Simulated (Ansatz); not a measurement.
# MnC2: the cost of one run

Program: Ansatz 0.2.0. Level of theory: DFT PBE, scalar-relativistic, plane waves, PAW. These are calculated values, not measurements.

**1. The starting structure**

The structure is cubic, space group Fd-3m (No. 227). The conventional cell has a = 6.103 Å, b = 6.103 Å, c = 6.103 Å, α = 90.00°, β = 90.00°, γ = 90.00°. Around Mn (site symmetry -43m) lie 12 C at 2.53 Å and 4 Mn at 2.64 Å. C (site symmetry -3m) has 6 C at 2.16 Å and 6 Mn at 2.53 Å as nearest neighbours.

Coordinates:

```cif
data_structure
_symmetry_space_group_name_H-M 'P 1'
_symmetry_Int_Tables_number 1
_cell_length_a 4.3152
_cell_length_b 4.3152
_cell_length_c 4.3152
_cell_angle_alpha 60.000
_cell_angle_beta 60.000
_cell_angle_gamma 60.000
_cell_volume 56.82
loop_
_atom_site_label
_atom_site_type_symbol
_atom_site_fract_x
_atom_site_fract_y
_atom_site_fract_z
_atom_site_occupancy
Mn1 Mn 0.00000 0.00000 0.00000 1
Mn2 Mn 0.25000 0.25000 0.25000 1
C1 C 0.62500 0.62500 0.62500 1
C2 C 0.12500 0.62500 0.62500 1
C3 C 0.62500 0.62500 0.12500 1
C4 C 0.62500 0.12500 0.62500 1
```

(A quick probe on a coarse mesh, which set the mesh and smearing, is not shown.)

**3. Rough relaxation on the coarse mesh**

input.yaml reads:

```yaml
crystal:
  lattice:
    - [0.0, 3.0513404812, 3.0513404812]
    - [3.0513404812, 0.0, 3.0513404812]
    - [3.0513404812, 3.0513404812, 0.0]
  atoms:
    - { symbol: Mn, position: [0.0, 0.0, 0.0], spin: 3.65 }
    - { symbol: Mn, position: [0.25, 0.25, 0.25], spin: 3.65 }
    - { symbol: C, position: [0.625, 0.625, 0.625] }
    - { symbol: C, position: [0.125, 0.625, 0.625] }
    - { symbol: C, position: [0.625, 0.625, 0.125] }
    - { symbol: C, position: [0.625, 0.125, 0.625] }
basis:
  ecutwfc: 420
kpoints:
  mp_grid: { grid: [6, 6, 6] }
hamiltonian:
  xc: pbe
scf:
  occupations: { method: gaussian, width: 0.1 }
  lower_state_search: "off"
output:
  forces: true
  stress: true
  eigenvalues: true
  populations: true
magnetization:
  spin_polarized: true
relax:
  adjacent_minimum: "off"
  f_tol: 0.04
  max_steps: 70
  cell: { stress_tol: 0.4 }
```

The run is started by

```sh
$ ansatz run input.yaml --threads 1 --pin off --max-ram 2560MiB --backend cpu --events-out ev --progress --plain --runs-dir out
```

**Question.** How long does this run take on 1 thread of Intel Xeon Platinum 8259CL at 2.50GHz (Skylake/Cascade Lake), shared host, and how much memory does it need?

About 52 s, with a peak of 0.41 GiB.
